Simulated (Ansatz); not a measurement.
# Cl3H3LuN (Lu(Cl)3(NH3)): the cost of one run

Program: Ansatz 0.2.0. Level of theory: DFT PBE, plane waves, PAW, molecule in a box with 9 Å of vacuum. These are calculated values, not measurements.

5 further runs of the same task are left out: 2 for a known fault of the program, 2 that didn't finish, 1 set aside as unsound or not needed.

## 1. The starting structure

8 atoms, charge 0, spin multiplicity 1.

Bond lengths: Lu1–Cl2 2.444 Å, Lu1–Cl3 2.444 Å, Lu1–Cl4 2.444 Å, Lu1–N5 2.382 Å, N5–H6 1.024 Å, N5–H7 1.024 Å, N5–H8 1.024 Å. Angles: Cl2–Lu1–Cl3 119.2°, Cl2–Lu1–Cl4 119.2°, Cl2–Lu1–N5 95.3°, Cl3–Lu1–Cl4 119.2°, Cl3–Lu1–N5 95.3°, Cl4–Lu1–N5 95.3°, Lu1–N5–H6 112.3°, Lu1–N5–H7 112.3°, Lu1–N5–H8 112.3°, H6–N5–H7 106.5°, H6–N5–H8 106.5°, H7–N5–H8 106.5°.

As a file:

```
Lu    0.0252   -0.0252    0.0252
Cl    1.1482    1.8329    1.1482
Cl   -1.8329   -1.1482    1.1482
Cl    1.1482   -1.1482   -1.8329
N    -1.3499    1.3499   -1.3499
H    -1.9613    1.9613   -0.8007
H    -0.8007    1.9613   -1.9613
H    -1.9613    0.8007   -1.9613
```

Formal oxidation states: Lu +3. Each metal's 14 4f electrons lie in its core potential, so multiplicities, spins and levels count the valence alone. In the runs below they are in the valence, and the state is a singlet. An earlier session relaxed this geometry at r2SCAN, Lu lcecp-1-SVP with ECP60, Cl def2-SVP, N def2-SVP, H def2-SVP (singlet, point group C3v).

## 2. Scalar-relativistic

input.yaml reads:

```yaml
crystal:
  lattice:
    - [12.11, 0.0, 0.0]
    - [0.0, 12.11, 0.0]
    - [0.0, 0.0, 12.11]
  atoms:
    - { symbol: Lu, position: [0.53562841, 0.46433113, 0.53562841] }
    - { symbol: Cl, position: [0.62836581, 0.61776053, 0.62836581] }
    - { symbol: Cl, position: [0.38219901, 0.37159372, 0.62836581] }
    - { symbol: Cl, position: [0.62836581, 0.37159372, 0.38219901] }
    - { symbol: "N", position: [0.42207597, 0.57788357, 0.42207597] }
    - { symbol: H, position: [0.37159372, 0.62836581, 0.4674327] }
    - { symbol: H, position: [0.4674327, 0.62836581, 0.37159372] }
    - { symbol: H, position: [0.37159372, 0.53252684, 0.37159372] }
basis:
  ecutwfc: 420
  ecutrho_ratio: 4
kpoints:
  mp_grid: { grid: [1, 1, 1] }
hamiltonian:
  xc: pbe
scf:
  occupations: { method: gaussian, width: 0.01 }
output:
  forces: true
  eigenvalues: true
  populations: true
  hubbard: { sites: [{ species: Lu, l: f }] }
```

Run with:

```sh
ansatz run input.yaml --threads 2 --pin off --max-ram 5120MiB --backend cpu --events-out ev --progress --plain --runs-dir out
```

Q: Estimate wall time and peak memory on 2 threads of Arm Neoverse V2, shared host.

About 3.9 s, with a peak of 0.97 GiB.
